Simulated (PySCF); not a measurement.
# Be₃: relaxation and vibrations of the triplet

The task is one start of a wider search on Be₃: the triplet, from a equilateral triangle start. It is relaxed, tested by its Hessian and followed downhill if it is a saddle.

Program: PySCF 2.14.0. Level of theory: PBE0, basis Be def2-TZVP, no relativity, density fitting. These are calculated values, not measurements.

## 1. The starting structure

3 atoms, charge 0, spin multiplicity 3.

No contacts short enough for the rule that draws bonds.

```xyz
3
charge 0 multiplicity 3
Be    0.0000    1.2720    0.0000
Be    1.1016   -0.6360    0.0000
Be   -1.1016   -0.6360    0.0000
```

## 2. First SCF at the start

The steps below are one call of a driver around PySCF. For each, scf.py gives the equivalent set-up of the SCF; relaxations use the driver's own optimiser. After this first run the driver tries any further starts and a stability analysis.

scf.py

```python
from pyscf import gto, scf, dft
mol = gto.M(atom='''
Be     0.000000     1.272000     0.000000
Be     1.101600    -0.636000     0.000000
Be    -1.101600    -0.636000     0.000000''',
    basis={'Be': 'def2-TZVP'},
    charge=0, spin=2)
mf = dft.UKS(mol, xc='PBE0')
mf.grids.atom_grid = (50, 194)
aux = {'Be': 'def2-universal-JKFIT'}
mf = mf.density_fit(auxbasis=aux)
mf.conv_tol = 1e-08
mf.diis_space = 10
mf.max_cycle = 60
mf.init_guess = 'minao'
mf.verbose = 4
mf.kernel()
```

Command:

```bash
OMP_NUM_THREADS=2 python axn.py task.json out
```

Further steps of the session: Equilateral triangle start, triplet: relaxation; Relaxing without the symmetry constraint; Vibrations and properties at this point.

Before running it: what results should come out? Wanted: minimum; geometry; wavenumbers; dipole moment; highest occupied, lowest empty level; polar-tensor charge of Be1; zero-point energy; atomisation energy; ⟨S²⟩.

The runs gave:

| quantity | value |
| --- | --- |
| minimum | triplet, C2v |
| geometry | Be–Be 1.937 Å, Be–Be 2.136 Å (×2); Be–Be–Be 53.9°, Be–Be–Be 63.0° (×2) |
| wavenumbers (cm⁻¹) | 257 (b2), 540 (a1), 741 (a1) |
| dipole moment | 0.14 D |
| highest occupied, lowest empty level (either spin) | -5.13, -3.17 eV |
| polar-tensor charge of Be1 | -0.11 e |
| zero-point energy | 9.2 kJ/mol |
| entropy at 298.15 K | 252.1 J/(mol K) |
| atomisation energy (no zero-point energy) | 130 kJ/mol |
| ⟨S²⟩ | 2.321 |

What this shows: From D3h at the start the molecule goes to a C2v minimum. The determinant is spin-contaminated (⟨S²⟩ = 2.32 against 2.00), so it is no pure spin state. In the infrared the band at 257 cm⁻¹ (b2) leads. The first SCF alone would have been 7 kJ/mol too high. Other starts or spin states, not run here, may lie lower.
